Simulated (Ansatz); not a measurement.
Runs of Ansatz 0.2.0 on CsLiCr2Te2S3. Symmetry: P3m1, No. 156, trigonal system. The conventional cell has a = 3.604 Å, b = 3.604 Å, c = 19.067 Å, α = 90.00°, β = 90.00°, γ = 120.00°. Cs (site symmetry 3m) is surrounded by 3 S at 3.38 Å and 6 Cs at 3.60 Å and 3 Te at 3.77 Å. Around Li (site symmetry 3m) lie 6 S at 2.63 to 2.66 Å. Cr (site symmetry 3m) has 3 S at 2.40 Å and 3 Te at 2.74 Å as nearest neighbours. Around Cr (site symmetry 3m) lie 6 S at 2.43 to 2.45 Å. Around Te (site symmetry 3m) lie 6 Te at 3.60 Å and 3 Cs at 3.77 Å. Around Te (site symmetry 3m) lie 3 Cr at 2.74 Å. Around S (site symmetry 3m) lie 3 Cr at 2.45 Å and 3 Li at 2.63 Å. Around S (site symmetry 3m) lie 3 Cr at 2.40 Å and 3 Li at 2.66 Å. The cell was built by a generator and needn't be a form met in nature.

```csv
task,level,potentials or basis,k mesh,cutoff (eV),basis error allowed,gap on the mesh (eV),pressure (GPa),moment (μB),largest force (eV/Å)
band structure,PBEsol,"all-electron LAPW, scalar-relativistic",6 × 6 × 2,238,0.002 eV/atom,-,-2.9,(b),(a)
electrostatic potential,PBE,all-electron PAW datasets made for the crystal,9 × 9 × 2,300,-,none,0.0,5.64,0.03
density of states,PBE,all-electron PAW datasets made for the crystal,9 × 9 × 2,300,-,none,0.0,5.64,0.03
electric field gradients,PBE,all-electron PAW datasets made for the crystal,9 × 9 × 2,300,-,none,0.0,5.64,0.03
band structure,revPBE,"all-electron LAPW, scalar-relativistic",6 × 6 × 2,237,0.002 eV/atom,-,1.6,5.69,0.09
```

Alike in all rows: spin collinear, ferromagnetic start; cell as given; smearing fermi-dirac 0.05 eV.

Task: Estimate the missing entries.

Result: (a) 0.39; (b) 5.63.

Caveats: only a ferromagnetic start was run, and an antiferromagnetic order may lie lower in energy; the k mesh is thin for a metal, which can move the energy by tens of meV per atom (some runs); spin-orbit coupling is left out, which moves the levels of the heavy elements (some runs); the program warned that the printed levels may be off, so bands, gaps and densities of states are rough (some runs).

A k mesh can miss the band edges, and the runs leave out spin-orbit coupling on Cs, Te.

A gap of «none» marks a metal or a gap under the smearing width.

The runs don't all hold the same shells in valence.
